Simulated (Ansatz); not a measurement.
Mg6SiSb:

```
Sb Si Mg
1.0
     5.14715    0.00000    0.00000
     0.00000    2.98595    5.76781
     0.00000   -2.98595    5.76781
Sb Si Mg
1 1 6
Cartesian
  2.5736 0.0000 7.4223
  0.0000 0.0000 10.1287
  2.5736 0.0000 1.9816
  2.5736 1.5393 4.6687
  2.5736 -1.5393 4.6687
  0.0000 0.0000 3.7856
  0.0000 1.5074 6.7434
  0.0000 -1.5074 6.7434
```

The cell comes from a database or a generator and needn't be the stable form of this composition.

- Program: Ansatz 0.2.0
- Task: single point
- Functional: PBE
- Potentials or basis: Ansatz PAW
- Cutoff: 420 eV (not typed: the program's choice for these potentials)
- k mesh: 5 × 5 × 5
- Occupations: fermi-dirac, width 0.05 eV
- Spin: no spin polarisation

On this cell: pressure 0.2 GPa; largest force 0.059 eV/Å; band gap on the k mesh none (metal or under the smearing width).

The same run follows on a disturbed copy (atoms moved at random, drawn with an rms of 0.05 Å):

```
Sb Si Mg
1.0
     5.14715    0.00000    0.00000
     0.00000    2.98595    5.76781
     0.00000   -2.98595    5.76781
Sb Si Mg
1 1 6
Cartesian
  2.5441 -0.0376 7.4210
  -0.0313 0.0597 10.0931
  2.5925 0.0335 2.0054
  2.5446 1.5088 4.7035
  2.5100 -1.5346 4.6368
  -0.0099 -0.0108 3.8363
  -0.0365 1.5229 6.7129
  -0.0472 -1.5525 6.7412
```

Q: What does the disturbed cell give?

A: The energy (extrapolated to zero smearing) moves by +4.9 meV/atom; pressure 0.3 GPa; largest force 0.255 eV/Å; band gap on the k mesh none (metal or under the smearing width).

Forces in eV/Å, atoms in the order of the input:
```
Sb  -0.037  0.234 -0.068
Si  -0.031 -0.211  0.094
Mg  -0.144 -0.199  0.012
Mg   0.019  0.143 -0.042
Mg   0.097 -0.103  0.035
Mg  -0.068  0.044 -0.179
Mg   0.071 -0.141  0.101
Mg   0.093  0.233  0.047
```

Stress tensor (GPa, compression positive):
```
-0.25 -0.04 -0.01
-0.04  0.81  0.18
-0.01  0.18  0.36
```
